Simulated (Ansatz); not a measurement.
Task: a band structure of YTe, space group P-6m2, with the Python package of Ansatz (0.2.0). Give the script and its output. Settings: PBEsol, PAW, cutoff 260 eV, 4×4×3 k-points, cold smearing of 0.2 eV.

The script reads `yte.extxyz`:
```text
2
Lattice="4.10909385 0.0 0.0 -2.05454693 3.55857966 0.0 0.0 0.0 4.06166601" Properties=species:S:1:pos:R:3 pbc="T T T"
Y    -0.00000002    2.37238645    0.00000000
Te    2.05454695    1.18619321    2.03083300
```

`yte_bands.py`
```python
"""Band structure of YTe."""

from pathlib import Path

import ansatz as az
import numpy as np


def main() -> None:
    structure = az.Crystal.from_extxyz("yte.extxyz")

    # high-symmetry points in fractions of the reciprocal vectors
    path = [
        ("G", (0.0, 0.0, 0.0)),
        ("M", (0.5, 0.0, 0.0)),
        ("K", (0.33333, 0.33333, 0.0)),
        ("G", (0.0, 0.0, 0.0)),
        ("A", (0.0, 0.0, 0.5)),
        ("L", (0.5, 0.0, 0.5)),
    ]
    base = (
        structure.calculation()
        .kpoints(4, 4, 3, center="monkhorst-pack")
        .mixing("anderson")
        .basis(260)
        .occupations("cold", width=200 * az.meV)
        .scf(extra_bands=12)
        .functional(az.Functional.PBESOL)
        .band_structure([point for _, point in path], intervals=10)
        .scf(extra_bands=6)
        .forces()
        .populations()
    )
    res = base.run(threads=1, pin="off")
    summary = res.report

    print("%-22s %14.5f eV" % ("F = E - TS", summary["free_energy_ev"]))
    print("%-22s %14.5f eV" % ("E", summary["internal_energy_ev"]))
    print("%-22s %14.5f eV" % ("Harris-Foulkes", summary["harris_foulkes_ev"]))
    print("%-22s %14.5f eV" % ("Fermi level", summary["fermi_energy_ev"]))

    if res.unlabelled_reasons:
        print("not a label:", res.unlabelled_reasons)
    else:
        print(res.training_frame().splitlines()[0], "atoms in the frame")

    files = Path(res.write_results("tables"))
    print((files / "populations.tsv").read_text())

    bands = res.band_structure()
    fermi = bands.fermi_energy_ev
    print(f"zero of the bands: {fermi:.3f} eV, the Fermi level found on the SCF mesh")
    for spin, channel in enumerate(bands.channels):
        levels = channel.eigenvalues_ev - fermi
        crossing = [b for b in range(levels.shape[1]) if levels[:, b].min() < 0 < levels[:, b].max()]
        print(f"channel {spin}: bands that cross the Fermi level on this path:", [b + 1 for b in crossing] or "none")
        shown = crossing or sorted(np.argsort(np.abs(levels).min(axis=0))[:2])
        for k, row in zip(bands.kpoints_frac, levels[:, shown]):
            print(f"{k[0]:7.3f} {k[1]:7.3f} {k[2]:7.3f}  ", " ".join(f"{e:8.3f}" for e in row))


if __name__ == "__main__":
    main()
```

```console
$ python yte_bands.py
DeckWarning: basis.ecutwfc = 260 eV is below the records' recommended 420 eV, and the density's cutoff is lower with it unless basis.ecutrho_ratio is high enough to keep the records' density cutoff: compare with a run at a higher cutoff
DeckWarning: crystal.symmetry: narrowed to the stabiliser of the k-point mesh — unitary ops 12 → 4; excluded 8 operations that carry a point of the 4×4×3 mesh (shift [0.5, 0.5, 0]) off the mesh (the [...]
F = E - TS               -10698.71745 eV
E                        -10698.69444 eV
Harris-Foulkes           -10698.71745 eV
Fermi level                  10.86195 eV
2 atoms in the frame
# site	symbol	l	j	q
# orbitals = lowdin
# n_electrons = 27.000000
# spilling = 0.003912
0	Y	0_4S	-	1.983965
0	Y	0_5S	-	0.534276
0	Y	1_4P	-	5.991290
0	Y	2_4D	-	2.258533
1	Te	0_5S	-	1.658638
1	Te	1_5P	-	4.472126
1	Te	2_4D	-	9.995551

zero of the bands: 10.862 eV, the Fermi level found on the SCF mesh
channel 0: bands that cross the Fermi level on this path: [14]
  0.000   0.000   0.000     -1.054
  0.050   0.000   0.000     -1.024
  0.100   0.000   0.000     -0.940
  0.150   0.000   0.000     -0.820
  0.200   0.000   0.000     -0.687
  0.250   0.000   0.000     -0.582
  0.300   0.000   0.000     -0.545
  0.350   0.000   0.000     -0.579
  0.400   0.000   0.000     -0.647
  0.450   0.000   0.000     -0.704
  0.500   0.000   0.000     -0.725
  0.483   0.033   0.000     -0.661
  0.467   0.067   0.000     -0.500
  0.450   0.100   0.000     -0.286
  0.433   0.133   0.000     -0.049
  0.417   0.167   0.000      0.201
  0.400   0.200   0.000      0.460
  0.383   0.233   0.000      0.722
  0.367   0.267   0.000      0.980
  0.350   0.300   0.000      1.159
  0.333   0.333   0.000      1.146
  0.300   0.300   0.000      1.087
  0.267   0.267   0.000      0.715
  0.233   0.233   0.000      0.336
  0.200   0.200   0.000     -0.006
  0.167   0.167   0.000     -0.297
  0.133   0.133   0.000     -0.541
  0.100   0.100   0.000     -0.743
  0.067   0.067   0.000     -0.905
  0.033   0.033   0.000     -1.014
  0.000   0.000   0.000     -1.054
  0.000   0.000   0.050     -0.804
  0.000   0.000   0.100     -0.373
  0.000   0.000   0.150      0.059
  0.000   0.000   0.200      0.482
  0.000   0.000   0.250      0.919
  0.000   0.000   0.300      1.048
  0.000   0.000   0.350      0.953
  0.000   0.000   0.400      0.909
  0.000   0.000   0.450      0.898
  0.000   0.000   0.500      0.898
  0.050   0.000   0.500      0.820
  0.100   0.000   0.500      0.624
  0.150   0.000   0.500      0.379
  0.200   0.000   0.500      0.140
  0.250   0.000   0.500     -0.057
  0.300   0.000   0.500     -0.192
  0.350   0.000   0.500     -0.259
  0.400   0.000   0.500     -0.265
  0.450   0.000   0.500     -0.241
  0.500   0.000   0.500     -0.229
```
(Warnings from the package without file and line, shortened.)

What to keep in mind:
- The settings weren't tested for convergence.
- The cutoff lies under the one recommended for these potentials.
- The run is spin-unpolarised.
- The computed bands are complete only to about 5.9 eV above the Fermi level.
- The mesh is modest for a metal, so energies can be off by several to tens of meV an atom and pressures by half a GPa or more; differences at equal mesh fare better.
- The zero of the levels is a convention of the potentials, so an absolute Fermi energy is no work function.
- The structure comes from a database of computed cells and needn't be a stable or known phase.
- Gaps and levels are Kohn-Sham values on a finite set of k-points, without spin-orbit coupling.
- Timing: 3.3 s on 1 thread of Arm Neoverse V1 (shared host), peak memory 0.35 GiB.

(Lines on the test bed's own set-up are left out of the output.)
